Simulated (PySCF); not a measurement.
# CsC (quartet): basis, grid and Hamiltonian

Which parts of the numerical set-up matter for CsC (quartet)? Each run edits the base script.

The runs use PySCF 2.14.0; each script names its method and basis.

3 further runs of the same task are left out: 3 that didn't finish.

## Step 1: The system as given

CsC (quartet): 2 atoms, charge 0, spin multiplicity 4.

Bond lengths: Cs1–C2 2.915 Å.

## Step 2: Base script

Contents of input.py:

```python
from pyscf import gto, dft

mol = gto.M(
    atom='Cs 0 0 0; C 0 0 2.915',
    basis='lanl2dz',
    ecp={'Cs': 'lanl2dz'},
    charge=0,
    spin=3,
    verbose=4,
)
mf = dft.UKS(mol, xc='b3lyp5')
mf.kernel()
mf.mulliken_pop()
mf.dip_moment()
print('orbital energies (hartree):', [e[max(0, n-3):n+3].round(4) for e, n in zip(mf.mo_energy, mol.nelec)])
```

The run is started by

```bash
OMP_NUM_THREADS=1 python input.py
```

The log of this run is left out.

It gives: E(SCF) = -57.734916 Eh, 9 cycles, ⟨S²⟩ = 3.753, μ = 9.57 D.

The bond length is a typed value, not an optimised one. The quartet is typed in the script; nothing here shows that it is the ground state.

## Step 3: Density fitting auto

Variant 1 changes density fitting: none → auto.

Contents of input.py:

```python
from pyscf import gto, dft

mol = gto.M(
    atom='Cs 0 0 0; C 0 0 2.915',
    basis='lanl2dz',
    ecp={'Cs': 'lanl2dz'},
    charge=0,
    spin=3,
    verbose=4,
)
mf = dft.UKS(mol, xc='b3lyp5')
mf = mf.density_fit()
mf.kernel()
mf.mulliken_pop()
mf.dip_moment()
print('orbital energies (hartree):', [e[max(0, n-3):n+3].round(4) for e, n in zip(mf.mo_energy, mol.nelec)])
```

The run is started by

```bash
OMP_NUM_THREADS=1 python input.py
```

## Step 4: X2c-svpall (core potential off, X2C on)

Variant 2 changes basis set: lanl2dz → x2c-svpall; core potential: on → off; spin-free X2C: off → on. The core potential changes with it: totals don't compare.

Contents of input.py:

```python
from pyscf import gto, dft

mol = gto.M(
    atom='Cs 0 0 0; C 0 0 2.915',
    basis='x2c-svpall',
    charge=0,
    spin=3,
    verbose=4,
)
mf = dft.UKS(mol, xc='b3lyp5')
mf = mf.sfx2c1e()
mf.kernel()
mf.analyze()
print('orbital energies (hartree):', [e[max(0, n-3):n+3].round(4) for e, n in zip(mf.mo_energy, mol.nelec)])
```

## Step 5: Jorge-dzp-dkh (core potential off, X2C on)

Variant 3 changes basis set: lanl2dz → jorge-dzp-dkh; core potential: on → off; spin-free X2C: off → on. The core potential changes with it: totals don't compare.

Contents of input.py:

```python
from pyscf import gto, dft

mol = gto.M(
    atom='Cs 0 0 0; C 0 0 2.915',
    basis='jorge-dzp-dkh',
    charge=0,
    spin=3,
    verbose=4,
)
mf = dft.UKS(mol, xc='b3lyp5')
mf = mf.sfx2c1e()
mf.kernel()
mf.analyze()
print('orbital energies (hartree):', [e[max(0, n-3):n+3].round(4) for e, n in zip(mf.mo_energy, mol.nelec)])
```

## Step 6: Jorge-dzp (core potential off)

Variant 4 changes basis set: lanl2dz → jorge-dzp; core potential: on → off. The core potential changes with it: totals don't compare.

Contents of input.py:

```python
from pyscf import gto, dft

mol = gto.M(
    atom='Cs 0 0 0; C 0 0 2.915',
    basis='jorge-dzp',
    charge=0,
    spin=3,
    verbose=4,
)
mf = dft.UKS(mol, xc='b3lyp5')
mf.kernel()
mf.analyze()
print('orbital energies (hartree):', [e[max(0, n-3):n+3].round(4) for e, n in zip(mf.mo_energy, mol.nelec)])
```

## Step 7: Sbkjc

Variant 5 changes basis set: lanl2dz → sbkjc. The core potential changes with it: totals don't compare.

Changes to input.py since step 2:

```diff
@@ -4,4 +4,4 @@
     atom='Cs 0 0 0; C 0 0 2.915',
-    basis='lanl2dz',
-    ecp={'Cs': 'lanl2dz'},
+    basis='sbkjc',
+    ecp={'Cs': 'sbkjc', 'C': 'sbkjc'},
     charge=0,
```

## Step 8: Integration grid 4

Variant 6 changes integration grid: default → 4.

Changes to input.py since step 2:

```diff
@@ -11,2 +11,3 @@
 mf = dft.UKS(mol, xc='b3lyp5')
+mf.grids.level = 4
 mf.kernel()
```

Before running it: what results should come out? Wanted: for each run, E(SCF); from base; gap, α spin; SCF dipole.

The runs gave:

| run | E(SCF) (hartree) | from base (eV) | cycles | gap, α spin (eV) | SCF dipole (D) | functions |
| --- | --- | --- | --- | --- | --- | --- |
| base | -57.734916 | 0 | 9 | 1.57 | 9.57 | 21 |
| density fitting auto | -57.735828 | -0.0248 | 9 | 1.57 | 9.58 | 21 |
| x2c-svpall (core potential off, X2C on) | -7823.800097 | not comparable | 9 | 2.17 | 9.30 | 68 |
| jorge-dzp-dkh (core potential off, X2C on) | -7821.799206 | not comparable | 10 | 1.66 | 9.46 | 56 |
| jorge-dzp (core potential off) | -7591.345425 | not comparable | 11 | 1.52 | 9.94 | 56 |
| sbkjc | -5.583052 | not comparable | 10 | 1.52 | 10.54 | 16 |
| integration grid 4 | -57.734917 | 0.0000 | 9 | 1.57 | 9.57 | 21 |

**Reading.** The SCF energy stays the same, to the digits that matter, with integration grid 4. The dearest run is “x2c-svpall (core potential off, X2C on)”, at 6.7 s against 1.5 s.
